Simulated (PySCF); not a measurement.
# C5H6BNO2: geometry, NMR shifts, spin-spin couplings, electronic excitations and core binding energies

What NMR shifts, spin-spin couplings, electronic excitations and core binding energies should C5H6BNO2 (`OB(O)c1ccncc1`) show?

Programs: PySCF 2.14.0, with density-fitted response routines of our own. Each step states its level of theory. These are calculated values for one molecule in the gas phase, unless marked as measured. Atoms are numbered from 0 throughout.

### Step 1. The starting structure

15 atoms, charge 0, multiplicity 1; geometry from: GFN2-xTB.

Bonds of the start (Å): O0–B1 1.36, B1–O2 1.35, B1–C3 1.59, C3–C4 1.40, C4–C5 1.39, C5–N6 1.32, N6–C7 1.32, C7–C8 1.38, C8–C3 1.40, O0–H9 0.96, O2–H10 0.96, C4–H11 1.08, C5–H12 1.08, C7–H13 1.08, C8–H14 1.08.

### Step 2. Geometry optimisation at PBE0-D3(BJ)/def2-SVP

Job settings and geometry (Å):

```
{"job": {"xc": "PBE0", "basis": "def2-SVP", "d3": "d3bj", "grid": 1, "kind": "geom"}, "charge": 0, "multiplicity": 1}
O      2.512471    -1.174886     0.198543
B      1.789044    -0.090841    -0.188518
O      2.446255     0.953268    -0.730229
C      0.212357     0.016507    -0.038097
C     -0.590342    -1.056131     0.355822
C     -1.961032    -0.881830     0.458944
N     -2.571538     0.262147     0.203438
C     -1.823772     1.287138    -0.171062
C     -0.447232     1.217838    -0.304468
H      2.027162    -1.900376     0.587186
H      3.394068     0.827943    -0.792761
H     -0.159143    -2.023999     0.575598
H     -2.606196    -1.696605     0.763310
H     -2.360865     2.205331    -0.372686
H      0.125517     2.078464    -0.610754
```

**Question.** This job is followed by: GIAO PBE0/pcSseg-1 NMR shielding, non-relativistic, gas phase; B3LYP/pcJ-1 indirect spin-spin coupling, non-relativistic, gas phase; TDDFT wB97X-D/def2-SVPD, vertical, gas phase, core orbitals frozen in the response; GIAO wB97X-D/pcSseg-1 NMR shielding, non-relativistic, gas phase; delta-SCF UKS SCAN, pcX-2 on the ionised atom, pcseg-1 elsewhere, spin-free X2C. What will the session give for the following? point group; rotational constants (main isotopes); 13C shifts against TMS (PBE0/pcSseg-1, means over atoms taken as alike); 1H shifts against TMS (PBE0/pcSseg-1, means over atoms taken as alike); 17O shifts against H2O (PBE0/pcSseg-1, means over atoms taken as alike); 11B shifts against BF3·OEt2 (PBE0/pcSseg-1); 15N shifts against NH3 (PBE0/pcSseg-1); largest coupling of the table (B3LYP/pcJ-1); lowest singlet (wB97X-D/def2-SVPD); brightest single state of those computed; lowest triplet; vertical ionisation energy (ΔSCF); C1s binding energies, SCAN/pcX-2; O1s binding energies, SCAN/pcX-2; B1s binding energies, SCAN/pcX-2; N1s binding energies, SCAN/pcX-2; range of the shift of O0.

The runs gave:

| quantity | value |
| --- | --- |
| point group | C1 |
| rotational constants (main isotopes) | 3.84, 1.12, 0.87 GHz |
| 13C shifts against TMS (PBE0/pcSseg-1, means over atoms taken as alike) | 155.8, 141.8, 132.2 ppm |
| 1H shifts against TMS (PBE0/pcSseg-1, means over atoms taken as alike) | 8.88, 7.47, 4.43 ppm |
| 17O shifts against H2O (PBE0/pcSseg-1, means over atoms taken as alike) | 110.0 ppm |
| 11B shifts against BF3·OEt2 (PBE0/pcSseg-1) | 26.9 ppm |
| 15N shifts against NH3 (PBE0/pcSseg-1) | 372.8 ppm |
| largest coupling of the table (B3LYP/pcJ-1) | 1J(C,H) C5–H12, 186.4 Hz |
| lowest singlet (wB97X-D/def2-SVPD) | 4.67 eV (266 nm), f = 0.004 |
| brightest single state of those computed | state 5, 7.06 eV, f = 0.707 |
| lowest triplet | 4.04 eV |
| vertical ionisation energy (ΔSCF) | 9.53 eV |
| C1s binding energies, SCAN/pcX-2 | C5 291.25, C4 290.65, C3 290.46 eV |
| O1s binding energies, SCAN/pcX-2 | O0 539.32 eV |
| B1s binding energies, SCAN/pcX-2 | B1 197.37 eV |
| N1s binding energies, SCAN/pcX-2 | N6 404.56 eV |
| range of the shift of O0 | 104.2 to 110.0 ppm |

What this shows: The optimisation took 8 steps and gained 0.038 eV; among the close pairs (by a distance rule), C8–H14 changed most, from 1.078 to 1.092 Å. At PBE0/pcSseg-1: The widest tensor belongs to N6: span 746 ppm, with a paramagnetic part of -438 ppm. Of the pairs tabulated at B3LYP/pcJ-1, C5–H12 (mean over like pairs) couples most strongly (186.4 Hz; Fermi contact 185.7 Hz). Couplings across rotatable bonds belong to this one conformer; where others are populated, the observed values are averages. The lowest singlet, at 4.67 eV, is HOMO→LUMO 0.96 and is weak; of the 10 states computed, the strongest absorption comes from state 5 at 7.06 eV. The lowest triplet lies 0.62 eV below the lowest singlet (triplets in Tamm-Dancoff, singlets in full TDDFT). The orbital energy would give 9.38 eV for ionisation, ΔSCF gives 9.53 eV. The C1s levels kept as sound span 0.79 eV, from C3 (substituted aromatic carbon) up to C5 (aromatic CH next to a ring nitrogen). Across the 2 runs the shift of O0 (with its like atoms) moves most, between 104.2 (wB97X-D/pcSseg-1) and 110.0 ppm (PBE0/pcSseg-1).
